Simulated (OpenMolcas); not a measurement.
# Ru⁴⁺ among point charges: CASSCF and CASPT2 levels and susceptibility

Aim: the splitting of the states of Ru⁴⁺ in the field of 4 point charges, its lowest levels with spin-orbit coupling and its magnetic susceptibility.

Program: OpenMolcas 26.06. Level of theory: state-averaged CASSCF and CASPT2, spin-orbit coupling by RASSI with atomic mean-field integrals. These are calculated values, not measurements, unless marked.

## 1. Starting point

```
Species                           : Ru⁴⁺ (ruthenium, Z = 44, 40 electrons)
Basis                             : ANO-RCC-VDZP [6s5p3d1f], 43 functions
Scalar Hamiltonian                : DKH2, point nucleus
Inactive shells                   : 1s 2s 2p 3s 3p 3d 4s 4p
Active space                      : 4 electrons in 5 orbitals (4d)
Some configurations of this space : 4d4
Orbitals                          : optimised for each spin and parity, averaged over all roots
```

The outer shells:

4d4
```
4d [↑ ][↑ ][↑ ][↑ ][  ]
```

The ion sits among 4 point charges of -2.5 e arranged as a tetrahedron (Td), 2.01 Å from the ion.

The work runs as a chain of OpenMolcas steps in one folder; each step below is one input file. Labels, J, g values, rates, χT and fits are worked out afterwards by a script from the matrices that RASSI stores.

## 2. Basis and integrals

a.inp reads:

```
&GATEWAY
Coord
1

Ru 0.0 0.0 0.0
Basis=ANO-RCC-VDZP
Group=NoSym
NoMove
AngMom=0.0 0.0 0.0
AMFI
XField
4 Angstrom 0
1.160474 1.160474 1.160474 -2.500000
1.160474 -1.160474 -1.160474 -2.500000
-1.160474 1.160474 -1.160474 -2.500000
-1.160474 -1.160474 1.160474 -2.500000
&SEWARD
```

Started as:

```bash
$ OMP_NUM_THREADS=1 MOLCAS_MEM=1689 MOLCAS_PROJECT=a pymolcas a.inp > a.log
```

## 3. CASSCF: quintets, 5 roots

a.inp reads:

```
&RASSCF
FileOrb=start.orb
Symmetry=1
Spin=5
nActEl=4 0 0
Inactive=18
Ras2=5
CIRoot=5 5 1
SDav=5
CIMx=300
Iter=120 100
PrWF=0.3
OrbListing=Nothing
MaxOrb=0
>>> COPY $Project.JobIph JOB001
```

start.orb holds the contracted functions of the basis, ordered by shell, or the orbitals of the step before.

## 4. CASSCF: triplets, 45 roots

a.inp reads:

```
&RASSCF
FileOrb=start.orb
Symmetry=1
Spin=3
nActEl=4 0 0
Inactive=18
Ras2=5
CIRoot=45 45 1
SDav=45
CIMx=300
Iter=120 100
PrWF=0.3
OrbListing=Nothing
MaxOrb=0
>>> COPY $Project.JobIph JOB002
```

## 5. Reference wave functions, singlets, 50 roots

a.inp reads:

```
&RASSCF
FileOrb=start.orb
Symmetry=1
Spin=1
nActEl=4 0 0
Inactive=18
Ras2=5
CIRoot=50 50 1
SDav=50
CIMx=300
Iter=120 100
PrWF=0.3
OrbListing=Nothing
MaxOrb=0
>>> COPY $Project.JobIph JOB003
```

## 6. RASSI: spin-orbit coupling between the states

a.inp reads:

```
&RASSI
NrOfJobIphs=3 5 45 50
1 2 3 4 5
1 2 3 4 5 6 7 8 9 10 11 12 13 14 15 16 17 18 19 20 21 22 23 24 25 26 27
28 29 30 31 32 33 34 35 36 37 38 39 40 41 42 43 44 45
1 2 3 4 5 6 7 8 9 10 11 12 13 14 15 16 17 18 19 20 21 22 23 24 25 26 27
28 29 30 31 32 33 34 35 36 37 38 39 40 41 42 43 44 45 46 47 48 49 50
IphNames
JOB001
JOB002
JOB003
EJob
SpinOrbit
DIPRint=1.0
SOCoupling=1000.0
Subsets=2
Property=9
'ANGMOM' 1 'ANGMOM' 2 'ANGMOM' 3 'MLTPL  1' 1 'MLTPL  1' 2 'MLTPL  1' 3
'AMFI' 1 'AMFI' 2 'AMFI' 3
SOProperty=3
'ANGMOM' 1 'ANGMOM' 2 'ANGMOM' 3
```

## 7. CASPT2: IPEA 0.25, imaginary shift 0.1 (closed shells correlated: 4s 4p)

a.inp reads:

```
>>> COPY JOB001 $Project.JobIph
&CASPT2
Multistate=5 1 2 3 4 5
NoMult
Frozen=14
IPEA=0.25
Imaginary=0.1
MaxIter=60
WThr=0.0 0.3 0.05
PrWF=0.5
NoMix
>>> COPY JOB002 $Project.JobIph
&CASPT2
Multistate=45 1 2 3 4 5 6 7 8 9 10 11 12 13 14 15 16 17 18 19 20 21 22
23 24 25 26 27 28 29 30 31 32 33 34 35 36 37 38 39 40 41 42 43 44 45
NoMult
Frozen=14
IPEA=0.25
Imaginary=0.1
MaxIter=60
WThr=0.0 0.3 0.05
PrWF=0.5
NoMix
>>> COPY JOB003 $Project.JobIph
&CASPT2
Multistate=50 1 2 3 4 5 6 7 8 9 10 11 12 13 14 15 16 17 18 19 20 21 22
23 24 25 26 27 28 29 30 31 32 33 34 35 36 37 38 39 40 41 42 43 44 45 46
47 48 49 50
NoMult
Frozen=14
IPEA=0.25
Imaginary=0.1
MaxIter=60
WThr=0.0 0.3 0.05
PrWF=0.5
NoMix
```

(Steps that only read results are left out.)

Q: Predict the outcome of this session. Wanted: spin-free ground state; first state of the same spin within the active space; lowest level; next level.

As calculated:

| quantity | value |
| --- | --- |
| method | SS-CASPT2, IPEA 0.25, imaginary shift 0.1 (closed shells correlated: 4s 4p) |
| spin-free ground state | 5T2, 3-fold in its orbital part |
| first state of the same spin within the active space | 5E at 3710 cm⁻¹ |
| lowest level | 1-fold A1 |
| next level | 388.2 cm⁻¹ |
| χT at 300 K | 1.00 cm³ K/mol |
| effective moment at 300 K | 2.82 μB |

Cost by method:

```
                                              method  time of its own steps  time with the reference
                                           A. CASSCF                   25 s                     25 s
B. SS-CASPT2, IPEA 0.25, imaginary shift 0.1, +4s 4p                   10 s                     35 s
```

Times are of one thread on a shared host.

The spin-free ground state (5T2) comes to 100 % from free-ion D terms and keeps the highest spin of the shell. χT at 300 K is 1.00, against 3.01 cm³ K/mol for the spin alone, so spin-orbit coupling lowers it. An active space of the d shell alone favours high spin; real ions in strong fields can be low spin. CASPT2 does not keep the components of a term degenerate, and the means are used. The field of point charges can differ much from that of real complexes. Point charges carry no covalency, so the field is a model and not that of real ligands.
